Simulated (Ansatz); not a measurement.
**Molecular dynamics of InAs**

input.yaml

```yaml
accuracy: low
crystal:
  lattice:
    - [8.536193, 0.0, 0.0]
    - [0.0, 6.036, 0.0]
    - [0.0, 0.0, 19.402145]
  atoms:
    - { symbol: In, position: [0.0, 0.0, 0.05154068] }
    - { symbol: As, position: [-2.2e-07, 0.53600477, 0.11085986] }
    - { symbol: In, position: [0.75000096, 0.78521968, 0.20415656] }
    - { symbol: As, position: [0.25, 0.75, 0.05154068] }
    - { symbol: In, position: [0.24999895, 0.78522152, 0.20415642] }
    - { symbol: As, position: [0.75, 0.75, 0.05154068] }
    - { symbol: In, position: [0.5, 0.0, 0.05154068] }
    - { symbol: As, position: [0.50000009, 0.53600578, 0.11085873] }
    - { symbol: In, position: [0.50000051, 0.17688539, 0.19978495] }
    - { symbol: As, position: [0.50000022, 0.01422855, 0.33905266] }
    - { symbol: In, position: [0.24999908, 0.28446663, 0.41361947] }
    - { symbol: As, position: [0.74999886, 0.79563562, 0.35025155] }
    - { symbol: In, position: [0.750001, 0.2844653, 0.41362009] }
    - { symbol: As, position: [0.25000123, 0.79563596, 0.3502512] }
    - { symbol: In, position: [-6.4e-07, 0.17688426, 0.19978547] }
    - { symbol: As, position: [-1.7e-07, 0.01422392, 0.33905276] }
basis:
  ecutwfc: 420.0
kpoints:
  mp_grid: { grid: [2, 2, 1] }
hamiltonian:
  xc: pbe
  pseudopotentials: { kind: paw, azcp: { folder: soft_1 } }
scf:
  occupations: { method: fermi_dirac, width: 0.05 }
  lower_state_search: "off"
md:
  timestep: 3
  n_steps: 300
  ensemble: nve
  temperature: 750.0
  initial_velocities: maxwell_boltzmann
  seed: 265988
  constraints: [{ sites: [0, 3, 5, 6] }]
```

Launched with:

```bash
$ ansatz run input.yaml --threads 4 --pin off --max-ram 10240MiB --backend cpu --events-out ev --progress --plain --runs-dir out
```

It goes on from the last frame of an earlier run, with new velocities.

Output, in part (step lines):

```
md step     0: t =     0.00 fs  T =   750.0 K  F+E_penalty+E_count = -83626.91114630 eV  E_kin = 1.163340 eV  conserved = -83625.74780631 eV  (12 SCF iters)
md step     1: t =     3.00 fs  T =   737.9 K  F+E_penalty+E_count = -83626.89230377 eV  E_kin = 1.144537 eV  conserved = -83625.74776696 eV  (8 SCF iters)
md step     2: t =     6.00 fs  T =   721.4 K  F+E_penalty+E_count = -83626.86670859 eV  E_kin = 1.119005 eV  conserved = -83625.74770348 eV  (8 SCF iters)
md step     3: t =     9.00 fs  T =   701.4 K  F+E_penalty+E_count = -83626.83553581 eV  E_kin = 1.087919 eV  conserved = -83625.74761637 eV  (9 SCF iters)
md step     4: t =    12.00 fs  T =   678.7 K  F+E_penalty+E_count = -83626.80032484 eV  E_kin = 1.052816 eV  conserved = -83625.74750873 eV  (9 SCF iters)
md step     5: t =    15.00 fs  T =   654.7 K  F+E_penalty+E_count = -83626.76292444 eV  E_kin = 1.015538 eV  conserved = -83625.74738659 eV  (4 SCF iters)
md step     6: t =    18.00 fs  T =   630.6 K  F+E_penalty+E_count = -83626.72539443 eV  E_kin = 0.978136 eV  conserved = -83625.74725866 eV  (3 SCF iters)
md step     7: t =    21.00 fs  T =   607.8 K  F+E_penalty+E_count = -83626.68986376 eV  E_kin = 0.942727 eV  conserved = -83625.74713632 eV  (3 SCF iters)
[... lines left out ...]
md step   299: t =   897.00 fs  T =  1414.5 K  F+E_penalty+E_count = -83627.94180935 eV  E_kin = 2.194076 eV  conserved = -83625.74773368 eV  (3 SCF iters)
md step   300: t =   900.00 fs  T =  1396.4 K  F+E_penalty+E_count = -83627.91351862 eV  E_kin = 2.165956 eV  conserved = -83625.74756306 eV  (7 SCF iters)
```

The steps, from the saved trajectory:

```csv
time (fs),T (K),potential energy less start (eV),conserved less start (meV/atom)
0,750,0.000,0.00
30,559,0.297,0.05
60,588,0.251,0.01
90,509,0.375,0.04
120,533,0.338,0.04
150,674,0.118,0.03
180,773,-0.036,0.02
210,755,-0.008,0.03
240,734,0.025,0.03
270,676,0.115,0.03
300,635,0.180,0.04
330,673,0.119,0.02
360,606,0.225,0.04
390,660,0.140,0.04
420,760,-0.015,0.02
450,675,0.116,0.04
480,674,0.118,0.05
510,858,-0.168,0.02
540,794,-0.068,-0.01
570,768,-0.029,-0.04
600,598,0.237,0.04
630,551,0.309,0.05
660,824,-0.115,0.01
690,907,-0.244,0.00
720,945,-0.301,0.05
750,1232,-0.749,-0.03
780,1043,-0.453,0.04
810,1077,-0.507,0.03
840,1216,-0.723,-0.01
870,1333,-0.904,-0.01
900,1396,-1.002,0.02
```

The run went to its last step. The conserved energy stayed within 0.085 meV per atom of its start (net change 0.015 meV per atom), so the integration is sound. A run of 0.9 ps of so small a system gives no equilibrium averages. Limits of this set-up: coarse k mesh, thin slab, slab without dipole correction, a typed lattice constant that wasn't relaxed here, low accuracy level.

Mean squared displacements from the first frame to the last: In 1.17 Å², As 0.84 Å².

Last frame:

```xyz
16
Lattice="8.5362 0.0000 0.0000 0.0000 6.0360 0.0000 0.0000 0.0000 19.4021" Properties=species:S:1:pos:R:3
In 0.000 0.000 1.000
As 0.882 1.771 2.491
In 5.421 4.618 3.384
As 2.134 4.527 1.000
In 1.348 5.143 3.790
As 6.402 4.527 1.000
In 4.268 0.000 1.000
As 3.455 2.297 2.130
In 4.744 1.071 4.467
As 4.152 0.582 7.032
In 1.056 1.870 8.061
As 5.984 4.855 6.605
In 6.377 2.294 7.858
As 1.375 5.227 6.739
In -1.166 2.768 4.800
As -0.692 0.343 6.179
```

Run time: 8.9 min on 4 threads of AMD EPYC 9R45 96-Core Processor (Zen 5), on a shared host, peak memory 2.9 GiB.
